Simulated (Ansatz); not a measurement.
Predict the output of the script below (Ansatz's Python interface).

`br.cif`
```cif
data_Br
_cell_length_a 4.105032
_cell_length_b 4.105032
_cell_length_c 4.105032
_cell_angle_alpha 139.42054
_cell_angle_beta 139.42054
_cell_angle_gamma 58.73419
_symmetry_space_group_name_H-M 'P 1'
_symmetry_Int_Tables_number 1
loop_
_symmetry_equiv_pos_as_xyz
'x, y, z'
loop_
_atom_site_label
_atom_site_type_symbol
_atom_site_fract_x
_atom_site_fract_y
_atom_site_fract_z
Br1 Br    0.000000    0.000000    0.000000
```

The script, `run_pdos.py`:
```python
"""Projected density of states of Br."""

import warnings

import ansatz as az
from ase.io import read
import numpy as np

atoms = read("br.cif")
br = az.Crystal.from_ase(atoms)

model = (
    br.calculation()
    .functional("r2scan")
    .basis(45 * az.Ry)
    .kpoints(spacing=0.32)
    .occupations("fermi_dirac")
    .scf(tolerance=1e-08)
    .scf(extra_bands=8)
    .density_of_states(projected=True, energy_step=0.1)
)
with warnings.catch_warnings(record=True) as caught:
    warnings.simplefilter("always")
    out = model.run(threads=1)
print("warnings raised:", sorted(w.category.__name__ for w in caught) or "none")
summary = out.report

dos = out.density_of_states()
energy = np.asarray(dos.energies_ev) - dos.fermi_ev
curves = {}
for site in out.projected_density_of_states().sites:
    for shell in site.shells:
        weight = sum(np.sum(curve.g_bin_mean_per_ev, axis=0) for curve in shell.curves)
        name = f"{site.species} {shell.label}"
        curves[name] = curves.get(name, 0) + weight

step = energy[1] - energy[0]
windows = [(-6, -3), (-3, 0), (0, 6)]
print("states by shell in windows of E - E_F (eV):", windows)
for name, g in curves.items():
    print(f"{name:8s}", " ".join(f"{step * g[(energy >= a) & (energy < b)].sum():8.3f}" for a, b in windows))
filled = (energy < 0) & (energy > -6)
for name, g in curves.items():
    if g[filled].sum() * step > 0.5:
        print(f"centre of {name}: {np.average(energy[filled], weights=g[filled]):.2f} eV")
```

```console
$ python run_pdos.py
warnings raised: none
states by shell in windows of E - E_F (eV): [(-6, -3), (-3, 0), (0, 6)]
Br 4S       0.041    0.038    0.008
Br 4P       2.181    2.752    0.913
centre of Br 4P: -2.88 eV
```

Notes:
- The cell holds an odd number of electrons and is run without spin, so a magnetic state may lie lower.
- The mesh is modest for a metal, so energies can be off by several to tens of meV an atom and pressures by half a GPa or more; differences at equal mesh fare better.
- This isn't the structure that Br takes at ambient conditions.
- Curves are summed over the cell's atoms. Only shells that the potentials hold have channels, so projections don't add up to the total, least of all where a shell is missing (p of most metals); heights and places of peaks move with the mesh.
- The density of states is complete only as far up as bands were computed.
- A band centre counts only the states inside the window taken.
- Run time: 8.2 s on 1 thread of Arm Neoverse V1, on a shared host, peak memory 0.48 GiB.
